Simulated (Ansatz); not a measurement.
## GeCN2 under changes of volume

One of the cells (13.716 Å³/atom); the others are scaled copies at fixed shape and fractional positions:

```
CELL_PARAMETERS angstrom
1.79379 1.03565 4.92196
-1.79379 1.03565 4.92196
0.00000 -2.07129 4.92196
ATOMIC_POSITIONS crystal
Ge 0.00000 0.00000 0.00000
N 0.58390 0.58390 0.58390
N 0.41610 0.41610 0.41610
C 0.50000 0.50000 0.50000
```

The cell comes from a database or a generator and needn't be the stable form of this composition.

| Quantity | Value |
| --- | --- |
| Program | Ansatz 0.2.0 |
| Functional | LDA |
| Potentials or basis | all-electron LAPW, scalar-relativistic |
| Cutoff | 675 eV (chosen from the basis error) |
| Basis error allowed | 0.002 eV/atom |
| k mesh | 9 × 9 × 9 |
| Occupations | fermi-dirac, width 0.05 eV |
| Spin | no spin polarisation |

```csv
volume (Å³/atom),energy over the lowest point (meV/atom),pressure (GPa),gap on the mesh (eV),largest force (eV/Å)
12.893,0.34,1.8,0.83,1.558
13.167,0.00,-1.3,0.88,0.887
13.441,4.68,-4.1,0.93,0.261
13.716,13.91,-6.6,0.97,0.322
13.990,27.25,-8.9,1.02,0.867
14.264,44.30,-11.0,1.05,1.375
14.538,?,?,?,?
```

What does the run at 14.538 Å³/atom give?

Energy over the lowest point 64.72 meV/atom; pressure -12.8 GPa; gap on the mesh 1.09 eV; largest force 1.849 eV/Å.

Worked out: A Birch-Murnaghan fit of order 3 (a polynomial in V^(-2/3)) to the other rows has its minimum at 13.05 Å³/atom with B0 = V·E''(V) = 145 GPa and B' = 3.7 at fixed shape and positions, which overstates the stiffness. It gives 64.73 meV/atom at 14.538 Å³/atom, against the run's 64.72, and -dE/dV = -12.9 GPa, against -12.8. A straight line through the other rows of the gap, of slope 2.21 eV per unit of ln V, extrapolates to 1.10 eV, against the run's 1.09.

Energies are extrapolated to zero smearing.

Caveats: an odd mesh through Γ misses points on the zone boundary, where band edges often lie; forces of over 1 eV/Å show positions far from the minimum, so gaps and moduli don't describe the material at rest (some runs). Spin-orbit coupling on Ge is left out.
